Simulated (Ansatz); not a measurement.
Run this with Ansatz 0.2.0, Python API and show what comes out.

Script `run_bend.py`:
```python
"""Energy of C2H6Te against one bond angle."""

import ansatz
from ase import Atoms

BASIS = "def2-SVP"
XC = "cam_b3lyp"
FORCE_TOL = 0.02

atoms = Atoms(["C", "Te", "C", "H", "H", "H", "H", "H", "H"], positions=[
    (-0.7126, 0.9524, -0.8554),
    (1.2809, 0.3826, -0.6866),
    (0.7229, -1.0052, 0.8413),
    (-1.3115, 0.1357, -1.1532),
    (-0.8419, 1.7719, -1.6675),
    (-1.1135, 1.4224, 0.1006),
    (0.055, -1.741, 0.46),
    (1.7048, -1.5206, 1.1941),
    (0.3045, -0.4446, 1.7497),
])

# relax first, so that the scan starts from a minimum
first = ansatz.Crystal.molecule_from_ase(atoms).calculation()
first = first.basis(gaussian=BASIS)
first = first.functional(XC).relax(force_tolerance=FORCE_TOL, max_steps=80)
atoms.positions = first.run(threads=1, backend="cpu").report["positions_ang"]

rows = []
for angle in [85, 95, 105, 115, 125, 140, 160]:
    bent = atoms.copy()
    bent.set_angle(2, 1, 0, angle, indices=[0, 3, 4, 5])
    setup = (
        ansatz.Crystal.molecule_from_ase(bent).calculation()
        .basis(gaussian=BASIS)
        .functional(XC)
    )
    rows.append((angle, setup.run(threads=1, backend="cpu").report["free_energy_ev"]))
floor = min(e for _, e in rows)
for angle, e in rows:
    print(f"angle C2-Te1-C0 = {angle:3d} deg   {1000 * (e - floor):9.1f} meV")
```

Running `python run_bend.py` prints:
```text
angle C2-Te1-C0 =  85 deg        74.9 meV
angle C2-Te1-C0 =  95 deg         0.0 meV
angle C2-Te1-C0 = 105 deg        77.0 meV
angle C2-Te1-C0 = 115 deg       278.8 meV
angle C2-Te1-C0 = 125 deg       592.3 meV
angle C2-Te1-C0 = 140 deg      1252.9 meV
angle C2-Te1-C0 = 160 deg      2444.9 meV
```

The scan is rigid, and the energies are electronic, in a modest basis. The zero is the lowest point of the grid, which needn't be the minimum. def2 sets replace the cores of elements past krypton by effective core potentials. Timing: 44 s on 1 thread of Arm Neoverse V1, with other jobs on the host, peak memory 0.27 GiB.
